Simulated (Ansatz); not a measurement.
# H4SSiSn: how energies converge with the basis set

An exercise on one series of results from a longer session: the logs are not shown, and one member is left open.

Program: Ansatz 0.2.0, Gaussian basis. Level of theory: one geometry, several basis sets. These are calculated values, not measurements.

The runs, in order: PBE0-D4/def2-SVP; ωB97M-V/def2-SVP; PBE0-D4/def2-QZVPP; ωB97M-V/def2-QZVPP; the functionals' def2-TZVPP values are taken from earlier runs.

**The relaxed structure**

An earlier PBE0-D4 in a triple-zeta def2 set relaxation fixed the geometry. Sn takes the def2 core potential; no spin-orbit term is included.

SMILES `[SiH2]1[S][SnH2]1`, 7 atoms, charge 0, spin multiplicity 1.

Atoms are counted from 1 here; the program's logs count them from 0.

Bond lengths: Si1–S2 2.114 Å, Si1–Sn3 2.473 Å, Si1–H4 1.483 Å, Si1–H5 1.483 Å, S2–Sn3 2.498 Å, Sn3–H6 1.701 Å, Sn3–H7 1.701 Å. Angles: S2–Si1–Sn3 65.4°, S2–Si1–H4 117.7°, S2–Si1–H5 117.7°, Sn3–Si1–H4 119.3°, Sn3–Si1–H5 119.3°, H4–Si1–H5 110.9°, Si1–S2–Sn3 64.2°, Si1–Sn3–S2 50.3°, Si1–Sn3–H6 124.0°, Si1–Sn3–H7 123.9°, S2–Sn3–H6 108.9°, S2–Sn3–H7 108.8°, H6–Sn3–H7 111.9°.

The first run:

in.yaml reads:

```yaml
crystal:
  periodic: [false, false, false]
  atoms:
    - {symbol: Si, position_ang: [-0.944552, -0.064262, -0.830691]}
    - {symbol: S, position_ang: [-0.249666, -1.764577, 0.216427]}
    - {symbol: Sn, position_ang: [0.937409, 0.376640, 0.711363]}
    - {symbol: H, position_ang: [-2.294781, 0.447927, -0.493084]}
    - {symbol: H, position_ang: [-0.710411, -0.013281, -2.294233]}
    - {symbol: H, position_ang: [0.748771, 0.740796, 2.361730]}
    - {symbol: H, position_ang: [2.574528, 0.208857, 0.282890]}
basis:
  gaussian: {orbitals: def2-SVP}
hamiltonian: {xc: pbe0, dispersion: d4}
output: {orbitals: {seedname: orbitals}}
```

On the command line:

```sh
$ ansatz run in.yaml --threads 2 --pin off --events-out ev --progress --plain --max-ram 4352MiB
```

Steps of the session up to this table: PBE0-D4 in def2-SVP; ωB97M-V in def2-SVP; PBE0-D4 in def2-QZVPP; ωB97M-V in def2-QZVPP.

One of the session's tables, all rows but one given; the rest of the session is left out.

It belongs to the step «Functionals by basis». 

| functional | basis | HOMO (eV) |
| --- | --- | --- |
| PBE0-D4 | def2-SVP | -6.91 |
| PBE0-D4 | def2-TZVPP | -6.94 |
| PBE0-D4 | def2-QZVPP | -6.95 |
| ωB97M-V | def2-SVP | -8.75 |
| ωB97M-V | def2-TZVPP | -8.83 |
| ωB97M-V | def2-QZVPP | ? |

Estimate the missing values for ωB97M-V, def2-QZVPP.

As computed: HOMO (eV): -8.84. In the column «HOMO (eV)» it is the lowest.
